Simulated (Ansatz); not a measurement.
# HfSc2N2: the cost of one run

Program: Ansatz 0.2.0. Level of theory: DFT PBE, scalar-relativistic, plane waves, PAW. These are calculated values, not measurements.

## 1. The structure to begin with

Symmetry: Fd-3m, No. 227, cubic system. Conventional cell: a = 8.814 Å, b = 8.814 Å, c = 8.814 Å, α = 90.00°, β = 90.00°, γ = 90.00°. Around Hf (site symmetry -43m) lie 4 Sc at 1.91 Å. Sc (site symmetry -3m) has 2 Hf at 1.91 Å as nearest neighbours. N (site symmetry -3m) has 6 N at 3.12 Å and 6 Sc at 3.12 Å as nearest neighbours.

Structure file:

```
Hf Sc N
1.0
     0.00000    4.40682    4.40682
     4.40682    0.00000    4.40682
     4.40682    4.40682    0.00000
Hf Sc N
2 4 4
Direct
  0.75000 0.75000 0.75000
  0.50000 0.50000 0.50000
  0.62500 0.62500 0.62500
  0.62500 0.62500 0.12500
  0.62500 0.12500 0.62500
  0.12500 0.62500 0.62500
  0.12500 0.12500 0.12500
  0.12500 0.12500 0.62500
  0.12500 0.62500 0.12500
  0.62500 0.12500 0.12500
```

A structure generator made this guess: random cell by space group and Wyckoff sites (Fd-3m, No. 227). Lengths come from tabulated atomic sizes and are only a guess.

## 2. Probe: one point on a coarse mesh

input.yaml

```yaml
crystal:
  lattice:
    - [0.0, 4.40681998, 4.40681998]
    - [4.40681998, 0.0, 4.40681998]
    - [4.40681998, 4.40681998, 0.0]
  atoms:
    - { symbol: Hf, position: [0.75, 0.75, 0.75] }
    - { symbol: Hf, position: [0.5, 0.5, 0.5] }
    - { symbol: Sc, position: [0.625, 0.625, 0.625] }
    - { symbol: Sc, position: [0.625, 0.625, 0.125] }
    - { symbol: Sc, position: [0.625, 0.125, 0.625] }
    - { symbol: Sc, position: [0.125, 0.625, 0.625] }
    - { symbol: "N", position: [0.125, 0.125, 0.125] }
    - { symbol: "N", position: [0.125, 0.125, 0.625] }
    - { symbol: "N", position: [0.125, 0.625, 0.125] }
    - { symbol: "N", position: [0.625, 0.125, 0.125] }
basis:
  ecutwfc: 420
kpoints:
  mp_grid: { grid: [4, 4, 4] }
hamiltonian:
  xc: pbe
scf:
  occupations: { method: gaussian, width: 0.1 }
  lower_state_search: "off"
output:
  forces: true
  stress: true
  eigenvalues: true
```

The run is started by

```sh
ansatz run input.yaml --threads 1 --pin off --max-ram 2560MiB --backend cpu --events-out ev --progress --plain --runs-dir out
```

**Question.** How long does this run take on 1 thread of Arm Neoverse V2, shared host, and how much memory does it need?

About 44 s, with a peak of 0.51 GiB.
